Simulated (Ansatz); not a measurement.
**CH5BO2: two geometries relaxed**

Program: Ansatz 0.2.0. Level of theory: RKS PBE0/def2-SVP. These are calculated values, not measurements.

### 1 The structure to begin with

Bond lengths: O1–B2 1.415 Å, B2–C3 1.583 Å, C3–O4 1.381 Å, O1–H5 1.035 Å, B2–H6 1.197 Å, C3–H7 1.069 Å, C3–H8 1.170 Å, O4–H9 1.063 Å. Angles: O1–B2–C3 118.4°, O1–B2–H6 120.2°, C3–B2–H6 121.4°, B2–O1–H5 105.4°, B2–C3–O4 110.0°, B2–C3–H7 112.2°, B2–C3–H8 105.9°, O4–C3–H7 115.4°, O4–C3–H8 104.8°, H7–C3–H8 107.8°, C3–O4–H9 105.1°.

Structure file:

```xyz
9

O    -0.3583    0.9386   -1.6053
B     0.3747    0.6993   -0.4192
C     0.3089   -0.7440    0.2286
O    -0.0366   -0.6488    1.5620
H    -1.2768    1.2983   -1.2927
H     1.0481    1.5665    0.0574
H    -0.2825   -1.4207   -0.3510
H     1.4090   -1.1436    0.2335
H    -1.0980   -0.5918    1.5696
```

### 2 Relaxing end A

input.yaml reads:

```yaml
crystal:
  periodic: [false, false, false]
  atoms:
    - { symbol: O, position_ang: [-0.3583, 0.9386, -1.6053] }
    - { symbol: B, position_ang: [0.3747, 0.6993, -0.4192] }
    - { symbol: C, position_ang: [0.3089, -0.744, 0.2286] }
    - { symbol: O, position_ang: [-0.0366, -0.6488, 1.562] }
    - { symbol: H, position_ang: [-1.2768, 1.2983, -1.2927] }
    - { symbol: H, position_ang: [1.0481, 1.5665, 0.0574] }
    - { symbol: H, position_ang: [-0.2825, -1.4207, -0.351] }
    - { symbol: H, position_ang: [1.409, -1.1436, 0.2335] }
    - { symbol: H, position_ang: [-1.098, -0.5918, 1.5696] }
basis:
  gaussian: { orbitals: def2-SVP }
hamiltonian:
  xc: pbe0
relax:
  f_tol: 0.015
  max_steps: 40
output:
  orbitals: {}
```

Run with:

```bash
> ansatz run input.yaml --threads 1 --pin off --max-ram 2048MiB --backend cpu --events-out ev --progress --plain --runs-dir out
```

What time and memory should one allow on 1 thread of an Arm CPU, shared host?

About 68 s, with a peak of 0.15 GiB.
